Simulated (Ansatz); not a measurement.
# GeSiH6S (SMILES [SiH3][S][GeH3]): levels of theory compared

Aim: a comparison of 5 runs (HF/3-21G, HF/def2-SVP, B3LYP/6-31G*, B3LYP/aug-cc-pVDZ, BLYP/def2-TZVP) of GeSiH6S. 

The calculation is run with Ansatz 0.2.0.

**1. Starting point**

GeSiH6S: 9 atoms, total charge 0, spin state singlet. SMILES: `[SiH3][S][GeH3]`. The shape is that of a PBE0-D4/def2-TZVP optimisation.

Bond lengths: Si1–S2 2.131 Å, S2–Ge3 2.227 Å, Si1–H4 1.487 Å, Si1–H5 1.483 Å, Si1–H6 1.487 Å, Ge3–H7 1.533 Å, Ge3–H8 1.536 Å, Ge3–H9 1.536 Å. Some angles: Si1–S2–Ge3 98.2°, S2–Si1–H4 111.1°, S2–Si1–H5 106.5°, S2–Si1–H6 111.1°, S2–Ge3–H7 105.6°, S2–Ge3–H8 109.6°, S2–Ge3–H9 109.7°, H4–Si1–H5 109.9°, H4–Si1–H6 108.3°, H5–Si1–H6 109.9°.

**2. Energy and gradient at HF/3-21G (run 1)**

job.yaml

```yaml
crystal:
  periodic: [false, false, false]
  atoms:
    - symbol: Si
      position_ang: [-0.690300, 1.165700, -0.913000]
    - symbol: S
      position_ang: [1.295500, 0.504400, -0.512700]
    - symbol: Ge
      position_ang: [0.800800, -1.155800, 0.886500]
    - symbol: H
      position_ang: [-1.504200, 0.078200, -1.516900]
    - symbol: H
      position_ang: [-0.573400, 2.297200, -1.864400]
    - symbol: H
      position_ang: [-1.365000, 1.618900, 0.331700]
    - symbol: H
      position_ang: [2.145300, -1.774700, 1.284200]
    - symbol: H
      position_ang: [-0.088700, -2.184900, 0.172000]
    - symbol: H
      position_ang: [0.068500, -0.595400, 2.115500]
basis:
  gaussian: {orbitals: 3-21G-spherical.json}
hamiltonian: {xc: hf}
accuracy: high
output: {forces: true, orbitals: {seedname: orbitals}}
```

The basis set 3-21G is read from a file made from the Basis Set Exchange's data (not shown).

Launch:

```console
$ ansatz run job.yaml --threads 1 --pin off --max-ram 2610MiB --events-out events.jsonl --progress --plain --runs-dir runs
```

The log of the run:

```text
Warning: RAYON_NUM_THREADS=1 ignored (pool sized by the plan → 1); use --threads N
Functional definition: HF
  name "HF"
  exchange = exact_x
  correlation = 0
1247 factors; integrals over basis functions are off by at most 5.0e-9 eV
mean field evaluation 1: about -74878.8593 eV, gradient 1.4e1 eV
mean field evaluation 2: about -74878.8719 eV, gradient 1.4e1 eV
mean field evaluation 4: about -74879.7999 eV, gradient 1.3e0 eV
mean field evaluation 8: about -74879.8080 eV, gradient 1.4e-5 eV
mean field -74879.80799070 eV, -2751.7821883015 hartree, gradient 1.2e-8 eV, S^2 0.000000; 0 other end points of the search recorded, 0 dependent functions left out
the calculation of the forces begins
reference -74879.80799070 eV, -2751.7821883015 hartree; 34, 34 occupied and 26, 26 virtual orbitals, 1247 factors
Total energy: -74879.80799070 eV, -2751.7821883015 hartree
Atom 0 at    -0.690300     1.165700    -0.913000 Å, force    -1.579451     1.159487    -0.839556 eV/Å
Atom 1 at     1.295500     0.504400    -0.512700 Å, force     1.410119     0.104958    -0.188210 eV/Å
Atom 2 at     0.800800    -1.155800     0.886500 Å, force     0.359395    -1.224671     0.979241 eV/Å
Atom 3 at    -1.504200     0.078200    -1.516900 Å, force     0.028845    -0.019388     0.060878 eV/Å
Atom 4 at    -0.573400     2.297200    -1.864400 Å, force    -0.099683    -0.049816     0.049199 eV/Å
Atom 5 at    -1.365000     1.618900     0.331700 Å, force     0.025101    -0.067327     0.005721 eV/Å
Atom 6 at     2.145300    -1.774700     1.284200 Å, force    -0.113407     0.004103     0.006248 eV/Å
Atom 7 at    -0.088700    -2.184900     0.172000 Å, force    -0.011593     0.082264     0.006955 eV/Å
Atom 8 at     0.068500    -0.595400     2.115500 Å, force    -0.019327     0.010392    -0.080476 eV/Å
Dipole moment:    -0.436289    -0.242641     0.230640 e Å
```

Wall time 1.9 s (1 thread of Arm Neoverse V1, shared host); peak memory 0.3 GiB.

**3. Energy and forces at HF/def2-SVP (run 2)**

job.yaml

```yaml
crystal:
  periodic: [false, false, false]
  atoms:
    - {symbol: Si, position_ang: [-0.690300, 1.165700, -0.913000]}
    - {symbol: S, position_ang: [1.295500, 0.504400, -0.512700]}
    - {symbol: Ge, position_ang: [0.800800, -1.155800, 0.886500]}
    - {symbol: H, position_ang: [-1.504200, 0.078200, -1.516900]}
    - {symbol: H, position_ang: [-0.573400, 2.297200, -1.864400]}
    - {symbol: H, position_ang: [-1.365000, 1.618900, 0.331700]}
    - {symbol: H, position_ang: [2.145300, -1.774700, 1.284200]}
    - {symbol: H, position_ang: [-0.088700, -2.184900, 0.172000]}
    - {symbol: H, position_ang: [0.068500, -0.595400, 2.115500]}
basis:
  gaussian:
    orbitals: def2-SVP
hamiltonian:
  xc: hf
accuracy: high
output:
  forces: true
  orbitals: {seedname: orbitals}
```

Launch:

```console
$ ansatz run job.yaml --threads 1 --pin off --max-ram 2610MiB --events-out events.jsonl --progress --plain --runs-dir runs
```

The log of the run, shortened:

```text
Warning: RAYON_NUM_THREADS=1 ignored (pool sized by the plan → 1); use --threads N
Functional definition: HF
  name "HF"
[...]
2086 factors; integrals over basis functions are off by at most 4.7e-9 eV
[...]
mean field -75236.19781463 eV, -2764.8792727610 hartree, gradient 1.1e-8 eV, S^2 0.000000; 0 other end points of the search recorded, 0 dependent functions left out
[...]
reference -75236.19781463 eV, -2764.8792727610 hartree; 34, 34 occupied and 64, 64 virtual orbitals, 2086 factors
Total energy: -75236.19781463 eV, -2764.8792727610 hartree
Atom 0 at    -0.690300     1.165700    -0.913000 Å, force    -0.400591     0.356623    -0.264010 eV/Å
Atom 1 at     1.295500     0.504400    -0.512700 Å, force     0.236212     0.016105    -0.030865 eV/Å
Atom 2 at     0.800800    -1.155800     0.886500 Å, force     0.138519    -0.337769     0.266574 eV/Å
Atom 3 at    -1.504200     0.078200    -1.516900 Å, force     0.058237     0.090907     0.059075 eV/Å
Atom 4 at    -0.573400     2.297200    -1.864400 Å, force    -0.060486    -0.087189     0.077666 eV/Å
Atom 5 at    -1.365000     1.618900     0.331700 Å, force     0.046339    -0.046913    -0.104294 eV/Å
Atom 6 at     2.145300    -1.774700     1.284200 Å, force    -0.106256     0.007794     0.002771 eV/Å
Atom 7 at    -0.088700    -2.184900     0.172000 Å, force     0.050032     0.056640     0.066237 eV/Å
Atom 8 at     0.068500    -0.595400     2.115500 Å, force     0.037994    -0.056198    -0.073154 eV/Å
Dipole moment:    -0.212301    -0.161997     0.147998 e Å
```

It took 6.3 s on 1 thread of Arm Neoverse V1, shared host; peak memory 0.32 GiB.

**4. Energy and forces at B3LYP/6-31G(d) (spherical functions) (run 3)**

molecule.yaml

```yaml
basis:
  gaussian:
    orbitals: 6-31G_st_-spherical.json
crystal:
  periodic: [false, false, false]
  atoms:
    - {symbol: Si, position_ang: [-0.690300, 1.165700, -0.913000]}
    - {symbol: S, position_ang: [1.295500, 0.504400, -0.512700]}
    - {symbol: Ge, position_ang: [0.800800, -1.155800, 0.886500]}
    - {symbol: H, position_ang: [-1.504200, 0.078200, -1.516900]}
    - {symbol: H, position_ang: [-0.573400, 2.297200, -1.864400]}
    - {symbol: H, position_ang: [-1.365000, 1.618900, 0.331700]}
    - {symbol: H, position_ang: [2.145300, -1.774700, 1.284200]}
    - {symbol: H, position_ang: [-0.088700, -2.184900, 0.172000]}
    - {symbol: H, position_ang: [0.068500, -0.595400, 2.115500]}
output: {forces: true, orbitals: {seedname: orbitals}}
hamiltonian:
  xc: {name: B3LYP}
total_charge: 0
accuracy: high
```

The basis set 6-31G* is read from a file made from the Basis Set Exchange's data (not shown).

Launch:

```console
$ ansatz run molecule.yaml --threads 1 --pin off --max-ram 2610MiB --events-out events.jsonl --progress --plain --runs-dir runs
```

The log of the run, shortened:

```text
Warning: RAYON_NUM_THREADS=1 ignored (pool sized by the plan → 1); use --threads N
Functional definition: B3LYP
  name "B3LYP"
[...]
1760 factors; integrals over basis functions are off by at most 4.6e-9 eV
[...]
mean field -75323.34076707 eV, -2768.0817171957 hartree, gradient 8.9e-8 eV, S^2 0.000000; 0 other end points of the search recorded, 0 dependent functions left out
[...]
reference -75323.34081253 eV, -2768.0817188662 hartree; 34, 34 occupied and 46, 46 virtual orbitals, 1760 factors
Total energy: -75323.34081253 eV, -2768.0817188662 hartree
Atom 0 at    -0.690300     1.165700    -0.913000 Å, force    -0.260279     0.139657    -0.094895 eV/Å
Atom 1 at     1.295500     0.504400    -0.512700 Å, force     0.398443     0.152075    -0.155011 eV/Å
Atom 2 at     0.800800    -1.155800     0.886500 Å, force     0.026527    -0.185394     0.150145 eV/Å
Atom 3 at    -1.504200     0.078200    -1.516900 Å, force    -0.043307     0.006373    -0.014601 eV/Å
Atom 4 at    -0.573400     2.297200    -1.864400 Å, force    -0.026498     0.016559    -0.011237 eV/Å
Atom 5 at    -1.365000     1.618900     0.331700 Å, force    -0.041985     0.017756     0.000078 eV/Å
Atom 6 at     2.145300    -1.774700     1.284200 Å, force     0.118383    -0.068706     0.047172 eV/Å
Atom 7 at    -0.088700    -2.184900     0.172000 Å, force    -0.093069    -0.117269    -0.056027 eV/Å
Atom 8 at     0.068500    -0.595400     2.115500 Å, force    -0.078213     0.038949     0.134375 eV/Å
Dipole moment:    -0.223759    -0.157828     0.145628 e Å
```

Run time: 14 s. Hardware: 1 thread of Arm Neoverse V1, shared host; peak memory 0.3 GiB.

Run 4 isn't shown in full; the table further down has it.

**5. Energy and forces at BLYP/def2-TZVP (run 5)**

run.yaml

```yaml
crystal:
  periodic: [false, false, false]
  atoms:
    - {symbol: Si, position_ang: [-0.690300, 1.165700, -0.913000]}
    - {symbol: S, position_ang: [1.295500, 0.504400, -0.512700]}
    - {symbol: Ge, position_ang: [0.800800, -1.155800, 0.886500]}
    - {symbol: H, position_ang: [-1.504200, 0.078200, -1.516900]}
    - {symbol: H, position_ang: [-0.573400, 2.297200, -1.864400]}
    - {symbol: H, position_ang: [-1.365000, 1.618900, 0.331700]}
    - {symbol: H, position_ang: [2.145300, -1.774700, 1.284200]}
    - {symbol: H, position_ang: [-0.088700, -2.184900, 0.172000]}
    - {symbol: H, position_ang: [0.068500, -0.595400, 2.115500]}
basis:
  gaussian: {orbitals: def2-TZVP}
hamiltonian: {xc: {name: BLYP}}
output: {forces: true, orbitals: {seedname: orbitals}}
accuracy: high
```

Launch:

```console
$ ansatz run run.yaml --threads 1 --pin off --max-ram 2610MiB --events-out events.jsonl --progress --plain --runs-dir runs
```

The log of the run, shortened:

```text
Warning: RAYON_NUM_THREADS=1 ignored (pool sized by the plan → 1); use --threads N
Functional definition: BLYP
  name "BLYP"
[...]
2856 factors; integrals over basis functions are off by at most 4.4e-9 eV
[...]
mean field -75331.49623120 eV, -2768.3814249745 hartree, gradient 4.2e-8 eV, S^2 0.000000; 0 other end points of the search recorded, 0 dependent functions left out
[...]
reference -75331.49629387 eV, -2768.3814272775 hartree; 34, 34 occupied and 124, 124 virtual orbitals, 2856 factors
Total energy: -75331.49629387 eV, -2768.3814272775 hartree
Atom 0 at    -0.690300     1.165700    -0.913000 Å, force    -0.310189     0.154560    -0.103693 eV/Å
Atom 1 at     1.295500     0.504400    -0.512700 Å, force     0.498981     0.268951    -0.257964 eV/Å
Atom 2 at     0.800800    -1.155800     0.886500 Å, force    -0.015422    -0.276377     0.227628 eV/Å
Atom 3 at    -1.504200     0.078200    -1.516900 Å, force    -0.063271    -0.026921    -0.035416 eV/Å
Atom 4 at    -0.573400     2.297200    -1.864400 Å, force    -0.010416     0.057525    -0.046574 eV/Å
Atom 5 at    -1.365000     1.618900     0.331700 Å, force    -0.057452     0.033635     0.038303 eV/Å
Atom 6 at     2.145300    -1.774700     1.284200 Å, force     0.168183    -0.094875     0.064642 eV/Å
Atom 7 at    -0.088700    -2.184900     0.172000 Å, force    -0.115021    -0.160189    -0.067723 eV/Å
Atom 8 at     0.068500    -0.595400     2.115500 Å, force    -0.095393     0.043691     0.180796 eV/Å
Dipole moment:    -0.125374    -0.131440     0.116759 e Å
```

Run time: 24 s. Hardware: 1 thread of Arm Neoverse V1, shared host; peak memory 0.55 GiB.

**6. Overview of the runs**

```csv
run,level,energy (Eh),dipole moment (D),HOMO energy (eV),LUMO energy (eV),wall time
1,HF/3-21G,-2751.782188,2.64,-10.18,2.70,1.9 s
2,HF/def2-SVP,-2764.879273,1.47,-10.11,3.34,6.3 s
3,B3LYP/6-31G* (spherical functions),-2768.081719,1.49,-6.97,-0.44,14 s
4,B3LYP/aug-cc-pVDZ,-2768.380908,1.18,-7.10,-0.80,37 s
5,BLYP/def2-TZVP,-2768.381427,1.04,-6.02,-1.01,24 s
```

**7. What came out**

```
                       quantity           value
            run 5: total energy  -2768.38143 Eh
           run 5: dipole moment          1.04 D
             run 5: HOMO energy        -6.02 eV
             run 5: LUMO energy        -1.01 eV
           run 5: HOMO–LUMO gap         5.01 eV
run 5: largest force on an atom      0.623 eV/Å
```

The dipole moment (its size) runs from 1.04 D (BLYP/def2-TZVP) to 2.64 D (HF/3-21G). The two ends differ in method and basis. The HOMO–LUMO gap runs from 5.01 eV (BLYP/def2-TZVP) to 13.44 eV (HF/def2-SVP). Totals of different functionals can't be ranked against each other. All runs together took 84 s, the longest 37 s.
